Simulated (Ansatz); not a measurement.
# C7H7O: the cost of one run

Computed with Ansatz 0.2.0 (the levels named in each step, unless a step's input says otherwise).

## Step 1: The system as given

Bond lengths (14 of 15 bonds, heavy atoms first): C1–C2 1.377 Å, C2–C3 1.425 Å, C3–C4 1.367 Å, C4–C5 1.400 Å, C5–O6 1.359 Å, C5–C7 1.398 Å, C2–C8 1.424 Å, C7–C8 1.370 Å, C1–H9 1.075 Å, C1–H10 1.075 Å, C3–H11 1.080 Å, C4–H12 1.079 Å, O6–H13 0.965 Å, C7–H14 1.083 Å. Angles (14 of 22 angles, heavy atoms first): C1–C2–C3 121.8°, C1–C2–C8 121.5°, C3–C2–C8 116.7°, C2–C3–C4 121.5°, C3–C4–C5 120.4°, C4–C5–O6 118.3°, C4–C5–C7 119.5°, O6–C5–C7 122.2°, C5–C7–C8 120.5°, C2–C8–C7 121.4°, C2–C1–H9 121.2°, C2–C1–H10 121.3°, C2–C3–H11 118.4°, C4–C3–H11 120.1°.

As a file:

```xyz
15

C    -2.8367    0.2066    0.3440
C    -1.4741    0.1055    0.1775
C    -0.8228   -1.1577    0.0699
C     0.5312   -1.2528   -0.0940
C     1.3190   -0.0971   -0.1595
O     2.6607   -0.2394   -0.3204
C     0.7104    1.1573   -0.0584
C    -0.6453    1.2609    0.1057
H    -3.3179    1.1644    0.4245
H    -3.4586   -0.6681    0.3984
H    -1.4258   -2.0518    0.1214
H     1.0225   -2.2098   -0.1751
H     3.0805    0.6291   -0.3490
H     1.3232    2.0489   -0.1100
H    -1.1083    2.2332    0.1835
```

## Step 2: A rough first relaxation, PBE-D4/def2-SVP

input.yaml reads:

```yaml
crystal:
  periodic: [false, false, false]
  atoms:
    - { symbol: C, position_ang: [-2.83672, 0.20663, 0.344] }
    - { symbol: C, position_ang: [-1.47407, 0.10551, 0.1775] }
    - { symbol: C, position_ang: [-0.82276, -1.15771, 0.06993] }
    - { symbol: C, position_ang: [0.53123, -1.2528, -0.09403] }
    - { symbol: C, position_ang: [1.31902, -0.09708, -0.15947] }
    - { symbol: O, position_ang: [2.66067, -0.23936, -0.32035] }
    - { symbol: C, position_ang: [0.71037, 1.15726, -0.05838] }
    - { symbol: C, position_ang: [-0.64535, 1.26087, 0.10574] }
    - { symbol: H, position_ang: [-3.31788, 1.16438, 0.42455] }
    - { symbol: H, position_ang: [-3.45857, -0.66808, 0.39838] }
    - { symbol: H, position_ang: [-1.42577, -2.05179, 0.12142] }
    - { symbol: H, position_ang: [1.02245, -2.20983, -0.17505] }
    - { symbol: H, position_ang: [3.08054, 0.6291, -0.349] }
    - { symbol: H, position_ang: [1.32316, 2.04893, -0.11004] }
    - { symbol: H, position_ang: [-1.10833, 2.23324, 0.18353] }
magnetization:
  spin_polarized: true
  initial_magnetization: 1
basis:
  gaussian: { orbitals: def2-SVP }
hamiltonian:
  xc: pbe
  dispersion: d4
relax:
  f_tol: 0.03
  max_steps: 200
```

On the command line:

```sh
> ansatz run input.yaml --threads 4 --pin off --max-ram 10240MiB --backend cpu --events-out ev --progress --plain --runs-dir out
```

**Question.** How long does this run take on 4 threads of Arm Neoverse N1, shared host, and how much memory does it need?

About 26 s, with a peak of 0.24 GiB.
